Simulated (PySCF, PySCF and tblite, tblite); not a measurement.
# C₃H₈GeSe: a scan of pseudorotation

How do energy and shieldings of C₃H₈GeSe (`[CH2]1C[Se][CH2][GeH2]1`) change along pseudorotation?

Programs: PySCF 2.14.0 with density-fitted response routines of our own, and tblite 0.8.0. All values are computed, except where a source is named. Atoms count from 0 throughout.

## 1. The molecule as given

13 atoms, charge 0, multiplicity 1; geometry from: force field or distance geometry start.

Bonds of the start (Å): C0–C1 1.52, C0–Ge4 1.92, C0–H5 1.11, C0–H6 1.12, C1–H7 1.11, C1–H8 1.10, C1–Se2 1.98, C3–Ge4 1.92, C3–H10 1.11, C3–H9 1.10, Ge4–H11 1.55, Ge4–H12 1.55, Se2–C3 1.96.

## 2. GFN2-xTB relaxation, start minimum

The job: settings as JSON, then the geometry in Å.

```
{"job": {"xc": "GFN2-xTB", "basis": "xTB", "kind": "relax"}, "charge": 0, "multiplicity": 1}
C     -1.065100     0.566500     0.416900
C     -1.212200    -0.924800     0.174900
Se     0.442800    -1.846600     0.744500
C      1.546300    -0.604500    -0.287200
Ge     0.659100     1.102700    -0.244900
H     -1.127600     0.786000     1.503000
H     -1.878300     1.125500    -0.113300
H     -2.062100    -1.322400     0.766000
H     -1.374600    -1.131600    -0.893700
H      1.627400    -0.970200    -1.321100
H      2.550800    -0.534300     0.178300
H      0.546200     1.672400    -1.687000
H      1.342800     2.081800     0.745700
```

Started as:

```sh
> OMP_NUM_THREADS=1 python ens_run.py task.json out
```

This one command runs the whole study; its stages follow in the order run.

Log:

```text
step      E/eV     max force
  0    -423.57123    1.740
  1    -423.66062    0.757
  2    -423.68911    0.350
  3    -423.70274    0.314
  4    -423.71897    0.466
  5    -423.72990    0.364
  6    -423.73886    0.305
  7    -423.74483    0.272
  8    -423.74924    0.173
  9    -423.75134    0.114
 10    -423.75220    0.065
 11    -423.75258    0.056
 12    -423.75292    0.058
 13    -423.75325    0.053
 14    -423.75351    0.040
 15    -423.75367    0.031
 16    -423.75376    0.029
 17    -423.75381    0.028
 18    -423.75385    0.019
 19    -423.75389    0.016
 20    -423.75391    0.012
 21    -423.75393    0.011
 22    -423.75394    0.011
 23    -423.75396    0.012
 24    -423.75397    0.013
 25    -423.75399    0.011
 26    -423.75400    0.009
 27    -423.75401    0.011
 28    -423.75402    0.013
 29    -423.75404    0.015
 30    -423.75405    0.010
 31    -423.75406    0.008
 32    -423.75407    0.008
 33    -423.75407    0.010
 34    -423.75408    0.011
 35    -423.75410    0.012
 36    -423.75410    0.009
 37    -423.75411    0.007
 38    -423.75411    0.005
 39    -423.75412    0.005
 40    -423.75412    0.005
 41    -423.75412    0.007
 42    -423.75412    0.005
 43    -423.75413    0.003
```

Run time: 0.26 s. Hardware: 1 thread of Arm Neoverse V1, shared host.

Relaxing gained 0.183 eV and moved the atoms by 0.07 Å on average (rms).

## 3. Relaxed scan, pseudorotation

The job: settings as JSON, then the geometry in Å.

```
{"job": {"xc": "GFN2-xTB", "basis": "xTB", "coordinate": [["phase", [0, 1, 2, 3, 4], 1]], "kind": "drive"}, "charge": 0, "multiplicity": 1}
C     -1.109638     0.577118     0.422146
C     -1.235411    -0.917084     0.187147
Se     0.423957    -1.841805     0.716324
C      1.576381    -0.614604    -0.298081
Ge     0.666328     1.149836    -0.260259
H     -1.164796     0.789934     1.491280
H     -1.936545     1.099808    -0.060313
H     -2.040471    -1.368028     0.769702
H     -1.396292    -1.141701    -0.869939
H      1.689653    -1.006373    -1.309580
H      2.551988    -0.612350     0.183823
H      0.618446     1.756057    -1.638398
H      1.352011     2.129680     0.648422
```

Log:

```text
point  coordinate     E/eV
  0    -36.100     -423.75156
  1    -18.300     -423.72282
  2     -0.300     -423.67701
  3     17.900     -423.64874
  4     36.100     -423.64690
  5     54.200     -423.66303
  6     72.200     -423.68647
  7     90.200     -423.71052
  8    108.100     -423.73266
  9    126.100     -423.75023
 10    143.900     -423.75152
 11    161.700     -423.72283
 12    179.700     -423.67701
 13    197.900     -423.64866
 14    216.100     -423.64690
 15    234.200     -423.66307
 16    252.200     -423.68646
 17    270.200     -423.71051
 18    288.100     -423.73255
 19    306.100     -423.75023
```

Run time: 5.5 s. Hardware: 1 thread of Arm Neoverse V1, shared host.

The highest point is number 4, 2.4 kcal/mol above the first.

## 4. Shieldings, coordinate held at 359.7: PBE0/pcSseg-1

The job: settings as JSON, then the geometry in Å.

```
{"job": {"kind": "nmr", "xc": "PBE0", "basis": "pcSseg-1", "every": 2, "pop": false}, "charge": 0, "multiplicity": 1}
C     -1.142887     0.563305     0.179976
C     -1.196814    -0.947956     0.379965
Se     0.569219    -1.779896     0.732028
C      1.554618    -0.588245    -0.470527
Ge     0.727020     1.171941    -0.118327
H     -1.548008     1.069499     1.057605
H     -1.771382     0.843574    -0.666337
H     -1.823599    -1.235278     1.224710
H     -1.580298    -1.445637    -0.513741
H      1.433665    -0.934078    -1.497428
H      2.605662    -0.652510    -0.197936
H      0.868208     2.139941    -1.265918
H      1.325065     1.803747     1.103739
```

Log:

```text
coarse grid: 50064 points
cycle   1  E = -4596.4319756056  dE = -1.317e+00  |g| = 1.088e+00  |ddm| = 3.510e+00
cycle   2  E = -4596.4080561685  dE =  2.392e-02  |g| = 9.701e-01  |ddm| = 8.926e-01
cycle   3  E = -4596.4955685833  dE = -8.751e-02  |g| = 1.775e-01  |ddm| = 6.287e-01
cycle   4  E = -4596.5005271967  dE = -4.959e-03  |g| = 5.186e-02  |ddm| = 1.738e-01
cycle   5  E = -4596.5012173145  dE = -6.901e-04  |g| = 1.340e-02  |ddm| = 5.526e-02
cycle   6  E = -4596.5012433074  dE = -2.599e-05  |g| = 1.379e-03  |ddm| = 9.324e-03
cycle   7  E = -4596.5012434822  dE = -1.748e-07  |g| = 4.719e-04  |ddm| = 1.775e-03
final grid: 102712 points
cycle   8  E = -4596.5012583318  dE = -6.969e-09  |g| = 5.971e-04  |ddm| = 1.639e-03
cycle   9  E = -4596.5012582897  dE =  4.207e-08  |g| = 7.750e-04  |ddm| = 1.268e-03
cycle  10  E = -4596.5012584004  dE = -1.106e-07  |g| = 5.610e-05  |ddm| = 6.678e-04
cycle  11  E = -4596.5012584012  dE = -8.076e-10  |g| = 1.117e-05  |ddm| = 6.110e-05
converged SCF energy = -4596.5012584012

GIAO shielding tensors (ppm)
atom      isotropic    diamagn.    paramagn.     s11        s22        s33       span
  0 C      174.276     248.586     -74.309    142.357    177.851    202.621     60.264
  1 C      151.700     244.535     -92.834    106.245    172.856    175.999     69.754
  2 Se    1499.897    2997.902   -1498.005    964.026   1499.499   2036.166   1072.140
  3 C      173.130     250.404     -77.274    150.970    178.007    190.413     39.443
  4 Ge    1404.770    2753.639   -1348.869   1165.958   1474.730   1573.622    407.664
  5 H       30.120      29.428       0.691     23.815     27.906     38.638     14.823
  6 H       30.332      29.725       0.607     23.655     27.768     39.572     15.918
  7 H       28.780      28.732       0.048     21.741     27.083     37.517     15.776
  8 H       28.532      29.221      -0.689     19.998     27.965     37.632     17.634
  9 H       29.678      29.792      -0.114     22.075     26.963     39.996     17.921
 10 H       29.914      29.511       0.403     23.476     26.759     39.507     16.031
 11 H       26.882      28.449      -1.567     19.655     20.899     40.092     20.436
 12 H       27.621      28.619      -0.999     21.224     21.665     39.972     18.748
```

Wall time 22 s (1 thread of Arm Neoverse V1, shared host); peak memory 0.76 GiB.

This run: HOMO -5.98 eV, LUMO 0.19 eV; dipole 1.55 D.

## 5. Shieldings, coordinate held at 72.2: PBE0/pcSseg-1

The job: settings as JSON, then the geometry in Å.

```
{"job": {"kind": "nmr", "xc": "PBE0", "basis": "pcSseg-1", "every": 2, "pop": false}, "charge": 0, "multiplicity": 1}
C     -1.159679     0.493094    -0.042218
C     -1.199344    -0.898199     0.558226
Se     0.420899    -1.983446     0.125831
C      1.562512    -0.535178    -0.570852
Ge     0.707095     1.148144     0.005064
H     -1.861139     1.137851     0.487638
H     -1.475866     0.459892    -1.087726
H     -1.236646    -0.852098     1.648700
H     -2.050948    -1.481995     0.205195
H      1.610193    -0.628143    -1.656003
H      2.560076    -0.690044    -0.164224
H      0.973174     2.291107    -0.935921
H      1.161582     1.545434     1.379617
```

Log:

```text
coarse grid: 50064 points
cycle   1  E = -4596.4324632854  dE = -1.323e+00  |g| = 1.087e+00  |ddm| = 3.483e+00
cycle   2  E = -4596.4093102817  dE =  2.315e-02  |g| = 9.687e-01  |ddm| = 8.899e-01
cycle   3  E = -4596.4964047169  dE = -8.709e-02  |g| = 1.762e-01  |ddm| = 6.216e-01
cycle   4  E = -4596.5012172727  dE = -4.813e-03  |g| = 4.953e-02  |ddm| = 1.723e-01
cycle   5  E = -4596.5018434639  dE = -6.262e-04  |g| = 1.341e-02  |ddm| = 5.405e-02
cycle   6  E = -4596.5018703905  dE = -2.693e-05  |g| = 1.324e-03  |ddm| = 9.296e-03
cycle   7  E = -4596.5018705425  dE = -1.520e-07  |g| = 4.871e-04  |ddm| = 1.709e-03
final grid: 102712 points
cycle   8  E = -4596.5018531546  dE = -7.418e-09  |g| = 6.212e-04  |ddm| = 1.734e-03
cycle   9  E = -4596.5018531088  dE =  4.575e-08  |g| = 8.075e-04  |ddm| = 1.304e-03
cycle  10  E = -4596.5018532305  dE = -1.217e-07  |g| = 4.988e-05  |ddm| = 6.897e-04
cycle  11  E = -4596.5018532311  dE = -6.257e-10  |g| = 1.079e-05  |ddm| = 5.390e-05
converged SCF energy = -4596.5018532311

GIAO shielding tensors (ppm)
atom      isotropic    diamagn.    paramagn.     s11        s22        s33       span
  0 C      169.976     248.628     -78.652    146.619    172.454    190.856     44.237
  1 C      152.978     245.133     -92.154    108.575    172.848    177.513     68.938
  2 Se    1530.733    2996.750   -1466.017    951.409   1558.485   2082.305   1130.897
  3 C      175.942     249.856     -73.914    149.586    181.767    196.474     46.888
  4 Ge    1408.682    2754.368   -1345.686   1186.515   1477.354   1562.177    375.661
  5 H       30.055      29.220       0.836     23.864     27.105     39.196     15.332
  6 H       30.481      29.999       0.482     24.869     27.634     38.940     14.070
  7 H       28.486      29.386      -0.901     21.425     27.068     36.963     15.538
  8 H       28.654      28.713      -0.058     21.419     26.906     37.638     16.219
  9 H       29.561      29.660      -0.099     21.969     26.962     39.753     17.784
 10 H       29.757      29.366       0.391     22.773     26.924     39.574     16.801
 11 H       27.023      28.619      -1.595     19.973     21.016     40.081     20.108
 12 H       27.584      28.817      -1.233     21.191     21.691     39.871     18.681
```

Run time: 22 s. Hardware: 1 thread of Arm Neoverse V1, shared host; peak memory 0.86 GiB.

This run: HOMO -5.93 eV, LUMO 0.22 eV; dipole 1.73 D.

## 6. Shieldings, coordinate held at 143.9: PBE0/pcSseg-1

The job: settings as JSON, then the geometry in Å.

```
{"job": {"kind": "nmr", "xc": "PBE0", "basis": "pcSseg-1", "every": 2, "pop": false}, "charge": 0, "multiplicity": 1}
C     -1.203330     0.529512     0.113793
C     -1.134892    -0.956191     0.420545
Se     0.148079    -1.854546    -0.775579
C      1.572412    -0.562698    -0.377231
Ge     0.652160     1.183750    -0.174241
H     -1.713481     1.052399     0.923593
H     -1.781804     0.691658    -0.797530
H     -0.784326    -1.135065     1.439835
H     -2.094705    -1.457289     0.286606
H      2.282792    -0.594298    -1.200669
H      2.080347    -0.881354     0.533802
H      0.781498     2.039093    -1.401539
H      1.211606     1.958691     0.990611
```

Log:

```text
coarse grid: 50064 points
cycle   1  E = -4596.4342470918  dE = -1.310e+00  |g| = 1.089e+00  |ddm| = 3.497e+00
cycle   2  E = -4596.4093410774  dE =  2.491e-02  |g| = 9.742e-01  |ddm| = 8.906e-01
cycle   3  E = -4596.4983460924  dE = -8.901e-02  |g| = 1.774e-01  |ddm| = 6.301e-01
cycle   4  E = -4596.5033290066  dE = -4.983e-03  |g| = 5.196e-02  |ddm| = 1.731e-01
cycle   5  E = -4596.5040187351  dE = -6.897e-04  |g| = 1.322e-02  |ddm| = 5.446e-02
cycle   6  E = -4596.5040440280  dE = -2.529e-05  |g| = 1.401e-03  |ddm| = 9.002e-03
cycle   7  E = -4596.5040441971  dE = -1.691e-07  |g| = 5.045e-04  |ddm| = 1.729e-03
final grid: 102712 points
cycle   8  E = -4596.5040340174  dE = -7.836e-08  |g| = 6.504e-04  |ddm| = 2.622e-03
cycle   9  E = -4596.5040339688  dE =  4.863e-08  |g| = 8.439e-04  |ddm| = 1.366e-03
cycle  10  E = -4596.5040341001  dE = -1.313e-07  |g| = 5.214e-05  |ddm| = 7.174e-04
cycle  11  E = -4596.5040341007  dE = -6.494e-10  |g| = 1.404e-05  |ddm| = 5.767e-05
converged SCF energy = -4596.5040341007

GIAO shielding tensors (ppm)
atom      isotropic    diamagn.    paramagn.     s11        s22        s33       span
  0 C      168.064     248.652     -80.588    144.624    164.571    194.998     50.373
  1 C      148.302     246.241     -97.939    111.663    163.063    170.181     58.518
  2 Se    1484.566    2997.968   -1513.402   1046.573   1387.294   2019.830    973.257
  3 C      174.129     249.829     -75.700    149.397    176.900    196.090     46.694
  4 Ge    1422.990    2753.765   -1330.775   1209.091   1473.688   1586.191    377.100
  5 H       30.025      29.412       0.613     23.694     27.112     39.269     15.575
  6 H       30.305      29.654       0.651     24.792     27.587     38.537     13.745
  7 H       29.017      29.833      -0.816     21.803     27.596     37.654     15.851
  8 H       28.816      28.892      -0.077     21.821     26.681     37.945     16.124
  9 H       29.798      29.440       0.358     23.306     26.904     39.183     15.876
 10 H       29.574      29.556       0.017     21.515     27.175     40.030     18.515
 11 H       27.461      28.586      -1.125     20.630     21.601     40.151     19.521
 12 H       27.301      28.609      -1.308     20.310     21.354     40.238     19.928
```

Run time: 22 s. Hardware: 1 thread of Arm Neoverse V1, shared host; peak memory 0.87 GiB.

In short: HOMO -6.02 eV, LUMO 0.16 eV; dipole 1.46 D.

## 7. Shieldings, coordinate held at 216.1: PBE0/pcSseg-1

The job: settings as JSON, then the geometry in Å.

```
{"job": {"kind": "nmr", "xc": "PBE0", "basis": "pcSseg-1", "every": 2, "pop": false}, "charge": 0, "multiplicity": 1}
C     -1.069465     0.505486     0.432551
C     -1.255605    -0.982441     0.171409
Se     0.362985    -1.914306    -0.539981
C      1.663049    -0.488890    -0.186501
Ge     0.609720     1.169117    -0.386874
H     -1.002218     0.683415     1.508433
H     -1.940038     1.055324     0.075185
H     -1.543131    -1.519050     1.076717
H     -2.017155    -1.163707    -0.588222
H      2.462748    -0.605916    -0.914651
H      2.074598    -0.619339     0.814770
H      0.456813     1.535353    -1.835147
H      1.193950     2.348138     0.346402
```

Log:

```text
coarse grid: 50064 points
cycle   1  E = -4596.4310446732  dE = -1.323e+00  |g| = 1.087e+00  |ddm| = 3.502e+00
cycle   2  E = -4596.4079953361  dE =  2.305e-02  |g| = 9.674e-01  |ddm| = 8.930e-01
cycle   3  E = -4596.4946167134  dE = -8.662e-02  |g| = 1.768e-01  |ddm| = 6.239e-01
cycle   4  E = -4596.4994668153  dE = -4.850e-03  |g| = 5.031e-02  |ddm| = 1.719e-01
cycle   5  E = -4596.5001142165  dE = -6.474e-04  |g| = 1.351e-02  |ddm| = 5.469e-02
cycle   6  E = -4596.5001413575  dE = -2.714e-05  |g| = 1.346e-03  |ddm| = 9.515e-03
cycle   7  E = -4596.5001415213  dE = -1.638e-07  |g| = 4.723e-04  |ddm| = 1.770e-03
final grid: 102712 points
cycle   8  E = -4596.5001186054  dE = -3.976e-08  |g| = 5.860e-04  |ddm| = 1.899e-03
cycle   9  E = -4596.5001185647  dE =  4.070e-08  |g| = 7.645e-04  |ddm| = 1.305e-03
cycle  10  E = -4596.5001186708  dE = -1.061e-07  |g| = 5.872e-05  |ddm| = 6.776e-04
cycle  11  E = -4596.5001186717  dE = -8.631e-10  |g| = 1.270e-05  |ddm| = 6.469e-05
converged SCF energy = -4596.5001186717

GIAO shielding tensors (ppm)
atom      isotropic    diamagn.    paramagn.     s11        s22        s33       span
  0 C      173.862     248.672     -74.810    143.185    179.896    198.505     55.320
  1 C      154.082     243.918     -89.836    105.402    176.768    180.074     74.672
  2 Se    1521.440    2997.222   -1475.782    915.697   1581.914   2066.709   1151.012
  3 C      173.509     250.253     -76.744    148.687    180.694    191.146     42.459
  4 Ge    1398.266    2753.993   -1355.727   1150.987   1480.053   1563.759    412.772
  5 H       30.411      30.022       0.389     23.931     27.993     39.308     15.378
  6 H       30.081      29.320       0.762     23.787     27.538     38.920     15.133
  7 H       28.449      28.718      -0.269     20.367     27.500     37.480     17.112
  8 H       28.631      28.936      -0.305     21.406     27.290     37.198     15.792
  9 H       29.898      29.443       0.455     23.294     26.799     39.599     16.305
 10 H       29.511      29.756      -0.245     21.925     26.855     39.752     17.828
 11 H       27.536      28.637      -1.101     21.265     21.629     39.714     18.449
 12 H       26.876      28.542      -1.666     19.652     20.890     40.087     20.435
```

Run time: 22 s. Hardware: 1 thread of Arm Neoverse V1, shared host; peak memory 0.86 GiB.

This run: HOMO -5.93 eV, LUMO 0.21 eV; dipole 1.68 D.

## 8. Shieldings, coordinate held at 288.1: PBE0/pcSseg-1

The job: settings as JSON, then the geometry in Å.

```
{"job": {"kind": "nmr", "xc": "PBE0", "basis": "pcSseg-1", "every": 2, "pop": false}, "charge": 0, "multiplicity": 1}
C     -1.083649     0.488168     0.527943
C     -1.241441    -0.956633     0.099963
Se     0.455136    -1.951155     0.337814
C      1.658517    -0.488653    -0.218449
Ge     0.563313     1.158448    -0.342756
H     -0.970321     0.548259     1.612178
H     -1.974497     1.055494     0.255886
H     -1.985579    -1.495278     0.689533
H     -1.508907    -1.027108    -0.957036
H      2.117960    -0.766680    -1.166326
H      2.442229    -0.416211     0.534610
H      0.337680     1.533137    -1.781527
H      1.197798     2.331418     0.349937
```

Log:

```text
coarse grid: 50064 points
cycle   1  E = -4596.4337692112  dE = -1.318e+00  |g| = 1.089e+00  |ddm| = 3.486e+00
cycle   2  E = -4596.4098633767  dE =  2.391e-02  |g| = 9.723e-01  |ddm| = 8.877e-01
cycle   3  E = -4596.4981440998  dE = -8.828e-02  |g| = 1.757e-01  |ddm| = 6.243e-01
cycle   4  E = -4596.5029495360  dE = -4.805e-03  |g| = 4.945e-02  |ddm| = 1.689e-01
cycle   5  E = -4596.5035704236  dE = -6.209e-04  |g| = 1.324e-02  |ddm| = 5.236e-02
cycle   6  E = -4596.5035967012  dE = -2.628e-05  |g| = 1.345e-03  |ddm| = 9.046e-03
cycle   7  E = -4596.5035968468  dE = -1.455e-07  |g| = 5.176e-04  |ddm| = 1.665e-03
final grid: 102712 points
cycle   8  E = -4596.5035848577  dE = -7.259e-09  |g| = 6.621e-04  |ddm| = 1.911e-03
cycle   9  E = -4596.5035847945  dE =  6.314e-08  |g| = 8.777e-04  |ddm| = 1.396e-03
cycle  10  E = -4596.5035849467  dE = -1.521e-07  |g| = 6.002e-05  |ddm| = 7.491e-04
cycle  11  E = -4596.5035849476  dE = -9.086e-10  |g| = 1.107e-05  |ddm| = 6.350e-05
converged SCF energy = -4596.5035849476

GIAO shielding tensors (ppm)
atom      isotropic    diamagn.    paramagn.     s11        s22        s33       span
  0 C      167.023     248.916     -81.894    147.485    162.463    191.121     43.636
  1 C      150.219     246.413     -96.194    110.152    167.562    172.943     62.791
  2 Se    1489.547    2997.053   -1507.507   1005.428   1431.112   2032.100   1026.673
  3 C      178.538     249.437     -70.899    151.003    183.527    201.084     50.081
  4 Ge    1414.167    2754.169   -1340.002   1198.435   1465.732   1578.333    379.899
  5 H       30.463      29.840       0.623     25.370     27.392     38.628     13.258
  6 H       30.006      29.339       0.667     23.865     26.938     39.213     15.347
  7 H       28.879      28.930      -0.051     21.899     26.648     38.090     16.191
  8 H       28.664      29.740      -1.076     21.938     27.024     37.031     15.092
  9 H       29.530      29.289       0.241     21.758     27.066     39.766     18.008
 10 H       29.780      29.490       0.290     22.552     27.100     39.687     17.135
 11 H       27.583      28.874      -1.290     20.907     21.680     40.164     19.257
 12 H       27.134      28.557      -1.422     20.136     21.247     40.020     19.884
```

It took 22 s on 1 thread of Arm Neoverse V1, shared host; peak memory 0.87 GiB.

In short: HOMO -5.99 eV, LUMO 0.15 eV; dipole 1.60 D.

[end of part 1 of 3]
